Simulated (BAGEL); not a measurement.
**B2SiH3OF (SMILES FB1BO[SiH2]1) at RI-MP2/cc-pVDZ (density fitting with qzvpp-jkfit)**

Aim: the energy change on altering one bond length of B2SiH3OF at RI-MP2/cc-pVDZ (density fitting with qzvpp-jkfit), from 2 runs. 

Program for the calculation: BAGEL 1.2.2.

2 further runs of the same task are left out: 2 set aside as unsound or not needed.

## (1) The structure to begin with

B2SiH3OF: 8 atoms, total charge 0, spin state singlet. SMILES: `FB1BO[SiH2]1`. The coordinates come from a PBE0-D4/def2-TZVP relaxation.

Bond lengths: F1–B2 1.306 Å, B2–B3 1.746 Å, B3–O4 1.365 Å, B2–Si5 2.041 Å, O4–Si5 1.721 Å, B3–H6 1.197 Å, Si5–H7 1.489 Å, Si5–H8 1.489 Å. Some angles: F1–B2–B3 139.6°, F1–B2–Si5 140.7°, B3–B2–Si5 79.7°, B2–B3–O4 98.8°, B3–O4–Si5 103.7°, B2–Si5–O4 77.8°, B2–B3–H6 140.6°, O4–B3–H6 120.6°, B2–Si5–H7 123.0°, B2–Si5–H8 123.0°.

## (2) A single-point energy at RI-MP2/cc-pVDZ (density fitting with qzvpp-jkfit)

Contents of job.json:

```json
{ "bagel": [

{
  "title": "molecule",
  "basis": "cc-pvdz.json",
  "df_basis": "qzvpp-jkfit",
  "angstrom": true,
  "geometry": [
    { "atom": "F", "xyz": [      -0.634600,      -0.912100,       2.235600 ] },
    { "atom": "B", "xyz": [      -0.229200,      -0.367200,       1.119900 ] },
    { "atom": "B", "xyz": [       0.848600,       0.890900,       0.568500 ] },
    { "atom": "O", "xyz": [       0.644400,       0.766700,      -0.775900 ] },
    { "atom": "Si", "xyz": [      -0.499600,      -0.513000,      -0.897400 ] },
    { "atom": "H", "xyz": [       1.607300,       1.712300,       0.996800 ] },
    { "atom": "H", "xyz": [      -1.722100,      -0.018900,      -1.588700 ] },
    { "atom": "H", "xyz": [       0.077300,      -1.615700,      -1.714600 ] }
  ]
},

{
  "title": "hf"
},

{
  "title": "mp2",
  "ncore": 9
}

]}
```

The basis set cc-pVDZ is read from a file made from the Basis Set Exchange's data (not shown).

Launch:

```
$ BAGEL_NUM_THREADS=1 BAGEL job.json > job.out
```

What it wrote:

```text
* using 1 threads per process

  ===============================================================
  ===============================================================

  *** Geometry ***

  { "atom" : "F", "xyz" : [     -1.199220,     -1.723619,      4.224672 ] },
  { "atom" : "B", "xyz" : [     -0.433125,     -0.693907,      2.116304 ] },
  { "atom" : "B", "xyz" : [      1.603622,      1.683557,      1.074309 ] },
  { "atom" : "O", "xyz" : [      1.217740,      1.448853,     -1.466239 ] },
  { "atom" : "Si", "xyz" : [     -0.944107,     -0.969430,     -1.695840 ] },
  { "atom" : "H", "xyz" : [      3.037357,      3.235778,      1.883679 ] },
  { "atom" : "H", "xyz" : [     -3.254297,     -0.035716,     -3.002208 ] },
  { "atom" : "H", "xyz" : [      0.146076,     -3.053231,     -3.240124 ] },

  Number of auxiliary basis functions:      486

  Since a DF basis is specified, we compute 2- and 3-index integrals:
    o Being stored without compression. Storage requirement is 0.031 GB

  Number of basis functions:       89
  Number of electrons      :       44

    * METHOD: MOLECULE                             0.22

  *** RHF ***

  === Nuclear Repulsion ===
   185.3810028628

      * DIIS with orbital gradients will be used.

  === RHF iteration (cc-pvdz.json) ===
      0       -514.16199378          0.01627714           0.07
      1       -514.30591945          0.01346788           0.07
      2       -514.42002447          0.00160465           0.07
      3       -514.42285954          0.00055627           0.07
      4       -514.42315099          0.00017634           0.07
      5       -514.42318296          0.00005355           0.07
      6       -514.42318661          0.00001939           0.07
      7       -514.42318721          0.00000373           0.06
      8       -514.42318723          0.00000148           0.06
      9       -514.42318723          0.00000055           0.06
     10       -514.42318723          0.00000015           0.06
     11       -514.42318723          0.00000004           0.06
     12       -514.42318723          0.00000002           0.07
     13       -514.42318723          0.00000001           0.06
    * SCF iteration converged.

    * Permanent dipole moment:
           (    0.278224,     0.317761,    -0.052916) a.u.

    * METHOD: HF                                   1.09

  *** RHF ***

  === Nuclear Repulsion ===
   185.3810028628

      * DIIS with orbital gradients will be used.

  === RHF iteration (cc-pvdz.json) ===
      0       -514.42318723          0.00000000           0.06
    * SCF iteration converged.

    * Permanent dipole moment:
           (    0.278224,     0.317761,    -0.052916) a.u.

  === DF-MP2 calculation ===

    * freezing 9 orbitals
    * 3-index integral transformation done
    * assembly done

      MP2 correlation energy:   -0.6157786449      0.05

      MP2 total energy:       -515.0389658745

    * METHOD: MP2                                  0.18

  ===============================================================
```

Wall time 1.7 s (1 thread of Arm Neoverse V2, shared host); peak memory 0.12 GiB.

## (3) The distorted shape, same level

Contents of job.json:

```json
{ "bagel": [

{
  "title": "molecule",
  "basis": "cc-pvdz.json",
  "df_basis": "qzvpp-jkfit",
  "angstrom": "true",
  "geometry": [
    { "atom": "F", "xyz": [   -0.695415,   -0.993842,    2.402970 ] },
    { "atom": "B", "xyz": [   -0.229200,   -0.367200,    1.119900 ] },
    { "atom": "B", "xyz": [    0.848600,    0.890900,    0.568500 ] },
    { "atom": "O", "xyz": [    0.644400,    0.766700,   -0.775900 ] },
    { "atom": "Si", "xyz": [   -0.499600,   -0.513000,   -0.897400 ] },
    { "atom": "H", "xyz": [    1.607300,    1.712300,    0.996800 ] },
    { "atom": "H", "xyz": [   -1.722100,   -0.018900,   -1.588700 ] },
    { "atom": "H", "xyz": [    0.077300,   -1.615700,   -1.714600 ] }
  ]
},
{
  "title": "hf",
  "charge": 0
},
{
  "title": "mp2",
  "charge": 0,
  "ncore": 9
}

]}
```

The basis set cc-pVDZ is read from a file made from the Basis Set Exchange's data (not shown).

Launch:

```
$ BAGEL_NUM_THREADS=1 BAGEL job.json > job.out
```

What it wrote:

```text
* using 1 threads per process

  ===============================================================
  ===============================================================

  *** Geometry ***

  { "atom" : "F", "xyz" : [     -1.314144,     -1.878089,      4.540955 ] },
  { "atom" : "B", "xyz" : [     -0.433125,     -0.693907,      2.116304 ] },
  { "atom" : "B", "xyz" : [      1.603622,      1.683557,      1.074309 ] },
  { "atom" : "O", "xyz" : [      1.217740,      1.448853,     -1.466239 ] },
  { "atom" : "Si", "xyz" : [     -0.944107,     -0.969430,     -1.695840 ] },
  { "atom" : "H", "xyz" : [      3.037357,      3.235778,      1.883679 ] },
  { "atom" : "H", "xyz" : [     -3.254297,     -0.035716,     -3.002208 ] },
  { "atom" : "H", "xyz" : [      0.146076,     -3.053231,     -3.240124 ] },

  Number of auxiliary basis functions:      486

  Since a DF basis is specified, we compute 2- and 3-index integrals:
    o Being stored without compression. Storage requirement is 0.031 GB

  Number of basis functions:       89
  Number of electrons      :       44

    * METHOD: MOLECULE                             0.21

  *** RHF ***

  === Nuclear Repulsion ===
   180.7112022534

      * DIIS with orbital gradients will be used.

  === RHF iteration (cc-pvdz.json) ===
      0       -514.12320514          0.01672928           0.07
      1       -514.26867839          0.01417857           0.06
      2       -514.39904710          0.00165295           0.07
      3       -514.40247091          0.00048091           0.07
      4       -514.40272632          0.00018758           0.07
      5       -514.40276168          0.00006323           0.07
      6       -514.40276677          0.00002506           0.07
      7       -514.40276767          0.00000487           0.07
      8       -514.40276771          0.00000179           0.07
      9       -514.40276772          0.00000071           0.07
     10       -514.40276772          0.00000022           0.07
     11       -514.40276772          0.00000006           0.07
     12       -514.40276772          0.00000002           0.07
     13       -514.40276772          0.00000001           0.07
    * SCF iteration converged.

    * Permanent dipole moment:
           (    0.147076,     0.132285,     0.424855) a.u.

    * METHOD: HF                                   1.12

  *** RHF ***

  === Nuclear Repulsion ===
   180.7112022534

      * DIIS with orbital gradients will be used.

  === RHF iteration (cc-pvdz.json) ===
      0       -514.40276772          0.00000000           0.07
    * SCF iteration converged.

    * Permanent dipole moment:
           (    0.147076,     0.132285,     0.424855) a.u.

  === DF-MP2 calculation ===

    * freezing 9 orbitals
    * 3-index integral transformation done
    * assembly done

      MP2 correlation energy:   -0.6198236930      0.05

      MP2 total energy:       -515.0225914101

    * METHOD: MP2                                  0.19

  ===============================================================
```

Wall time 1.7 s (1 thread of Arm Neoverse V2, shared host); peak memory 0.12 GiB.

## (4) What came out

Level: RI-MP2/cc-pVDZ (density fitting with qzvpp-jkfit), 9 core orbitals frozen.

| quantity | value |
| --- | --- |
| first shape: total energy | -515.03897 Eh |
| first shape: correlation energy (9 core orbitals frozen) | -615.8 mEh |
| distorted shape: total energy | -515.02259 Eh |
| distorted shape: correlation energy (9 core orbitals frozen) | -619.8 mEh |
| energy change with the F1–B2 bond stretched from 1.306 to 1.502 Å | 0.446 eV |

**Reading.** With the F1–B2 bond stretched from 1.306 to 1.502 Å the energy rises by 0.45 eV (10.3 kcal/mol). The first shape isn't relaxed at this level, so the change isn't measured from a minimum.
